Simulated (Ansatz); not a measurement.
# SiF₅−: basis-set convergence

How large a basis does SiF₅− need? Two functionals are run in growing sets.

Method: one geometry, several basis sets; program: Ansatz 0.2.0, Gaussian basis.

The runs, in order: PBE0-D4/def2-SVPD; ωB97M-V/def2-SVPD; PBE0-D4/def2-QZVPPD; ωB97M-V/def2-QZVPPD; the functionals' def2-TZVPPD values are taken from earlier runs.

## (1) The relaxed structure

An earlier PBE0-D4 in a triple-zeta def2 set relaxation fixed the geometry.

SMILES `F[Si-](F)(F)(F)F`, 6 atoms, charge -1, spin multiplicity 1.

Atoms are counted from 1 here; the program's logs count them from 0.

Bond lengths: F1–Si2 1.669 Å, Si2–F3 1.627 Å, Si2–F4 1.627 Å, Si2–F5 1.669 Å, Si2–F6 1.627 Å. Angles: F1–Si2–F3 90.0°, F1–Si2–F4 90.0°, F1–Si2–F5 180.0°, F1–Si2–F6 90.0°, F3–Si2–F4 120.0°, F3–Si2–F5 90.0°, F3–Si2–F6 120.0°, F4–Si2–F5 90.0°, F4–Si2–F6 120.0°, F5–Si2–F6 90.0°.

## (2) PBE0-D4 in def2-SVPD

in.yaml

```yaml
crystal:
  periodic: [false, false, false]
  atoms:
    - {symbol: F, position_ang: [-0.716862, -1.106039, 1.023496]}
    - {symbol: Si, position_ang: [-0.000006, -0.000022, -0.000028]}
    - {symbol: F, position_ang: [-1.466660, 0.583529, -0.396369]}
    - {symbol: F, position_ang: [0.651511, -1.218369, -0.860171]}
    - {symbol: F, position_ang: [0.716537, 1.105819, -1.023965]}
    - {symbol: F, position_ang: [0.815470, 0.635081, 1.257028]}
basis:
  gaussian: {orbitals: def2-SVPD}
total_charge: -1
hamiltonian: {xc: pbe0, dispersion: d4}
output: {orbitals: {seedname: orbitals}}
```

On the command line:

```bash
$ ansatz run in.yaml --threads 2 --pin off --events-out ev --progress --plain --max-ram 32768MiB --backend cpu
```

After this run come: ωB97M-V in def2-SVPD; PBE0-D4 in def2-QZVPPD; ωB97M-V in def2-QZVPPD.

Before running them: what should the planned runs give, taken together? Wanted: PBE0-D4: double and triple zeta above quadruple; ωB97M-V: double and triple zeta above quadruple.

**Answer**, as computed:

| quantity | value |
| --- | --- |
| PBE0-D4: double and triple zeta above quadruple | 20.04, 0.95 eV |
| ωB97M-V: double and triple zeta above quadruple | 20.08, 0.87 eV |

For PBE0-D4 the step from double to triple zeta gains 19.08 eV and the next only 0.95 eV. These are total energies; as a rule much of such shifts cancels in differences, which this series doesn't test. The LUMO of ωB97M-V is positive and keeps falling with the basis (5.45 to 4.23 eV): an unbound level that the basis holds in place.
